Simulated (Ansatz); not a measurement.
# ScSi₂H₇O₃: how energies converge with the basis set

Aim: see how fast density functionals converge with the basis set for ScSi₂H₇O₃.

Program: Ansatz 0.2.0, Gaussian basis. Level of theory: one geometry, several basis sets. These are calculated values, not measurements.

Levels to be run: PBE0-D4/def2-SVP; ωB97M-V/def2-SVP; PBE0-D4/def2-QZVPP; ωB97M-V/def2-QZVPP; the functionals' def2-TZVPP values are taken from earlier runs.

## 1. The geometry

All runs share one geometry, relaxed beforehand with PBE0-D4 in a triple-zeta def2 set.

SMILES `[OH][Sc]([O][SiH3])[O][SiH3]`, 13 atoms, charge 0, spin multiplicity 1.

Atoms are counted from 1 here; the program's logs count them from 0.

Bond lengths: O1–Sc2 1.858 Å, O1–H7 0.952 Å, Sc2–O3 1.895 Å, Sc2–O5 1.895 Å, O3–Si4 1.627 Å, Si4–H8 1.489 Å, Si4–H9 1.490 Å, Si4–H10 1.490 Å, O5–Si6 1.627 Å, Si6–H11 1.490 Å, Si6–H12 1.489 Å, Si6–H13 1.490 Å. Angles: Sc2–O1–H7 179.0°, O1–Sc2–O3 120.8°, O1–Sc2–O5 120.7°, O3–Sc2–O5 118.5°, Sc2–O3–Si4 179.6°, O3–Si4–H8 110.6°, O3–Si4–H9 110.8°, O3–Si4–H10 110.4°, H8–Si4–H9 108.3°, H8–Si4–H10 108.3°, H9–Si4–H10 108.3°, Sc2–O5–Si6 179.3°, O5–Si6–H11 110.5°, O5–Si6–H12 110.8°, O5–Si6–H13 110.6°, H11–Si6–H12 108.3°, H11–Si6–H13 108.4°, H12–Si6–H13 108.2°.

Coordinates:

| atom | x (Å) | y (Å) | z (Å) |
| --- | --- | --- | --- |
| O1 | -0.2391 | 2.5809 | -1.2340 |
| Sc2 | -0.0882 | 0.9120 | -0.4306 |
| O3 | -1.5056 | -0.3418 | -0.5264 |
| Si4 | -2.7230 | -1.4174 | -0.6199 |
| O5 | 1.4897 | 0.4251 | 0.4988 |
| Si6 | 2.8543 | 0.0231 | 1.2887 |
| H7 | -0.3308 | 3.4316 | -1.6520 |
| H8 | -2.9397 | -2.0802 | 0.6962 |
| H9 | -3.9917 | -0.7473 | -1.0201 |
| H10 | -2.4107 | -2.4683 | -1.6283 |
| H11 | 3.9899 | -0.1071 | 0.3335 |
| H12 | 2.6914 | -1.2754 | 1.9996 |
| H13 | 3.2035 | 1.0650 | 2.2945 |

## 2. PBE0-D4 in def2-SVP

Contents of in.yaml:

```yaml
crystal:
  periodic: [false, false, false]
  atoms:
    - {symbol: O, position_ang: [-0.239131, 2.580864, -1.233992]}
    - {symbol: Sc, position_ang: [-0.088238, 0.911954, -0.430611]}
    - {symbol: O, position_ang: [-1.505568, -0.341829, -0.526361]}
    - {symbol: Si, position_ang: [-2.723005, -1.417433, -0.619890]}
    - {symbol: O, position_ang: [1.489687, 0.425092, 0.498799]}
    - {symbol: Si, position_ang: [2.854304, 0.023132, 1.288706]}
    - {symbol: H, position_ang: [-0.330786, 3.431564, -1.651963]}
    - {symbol: H, position_ang: [-2.939664, -2.080157, 0.696156]}
    - {symbol: H, position_ang: [-3.991700, -0.747334, -1.020071]}
    - {symbol: H, position_ang: [-2.410691, -2.468269, -1.628319]}
    - {symbol: H, position_ang: [3.989883, -0.107146, 0.333486]}
    - {symbol: H, position_ang: [2.691426, -1.275403, 1.999564]}
    - {symbol: H, position_ang: [3.203462, 1.064964, 2.294497]}
basis:
  gaussian: {orbitals: def2-SVP}
hamiltonian: {xc: pbe0, dispersion: d4}
output: {orbitals: {seedname: orbitals}}
```

Launch:

```sh
> ansatz run in.yaml --threads 8 --pin off --events-out ev --progress --plain --max-ram 20889MiB
```

After this run come: ωB97M-V in def2-SVP; PBE0-D4 in def2-QZVPP; ωB97M-V in def2-QZVPP.

**Question.** What will the summary of the whole plan be? Wanted: PBE0-D4: double and triple zeta above quadruple; ωB97M-V: double and triple zeta above quadruple.

The runs gave:

```
                                       quantity           value
PBE0-D4: double and triple zeta above quadruple  17.44, 1.32 eV
ωB97M-V: double and triple zeta above quadruple  17.53, 1.22 eV
```

For PBE0-D4 the step from double to triple zeta gains 16.11 eV and the next only 1.32 eV. Total energies overstate the basis error of differences, where much of it tends to cancel.
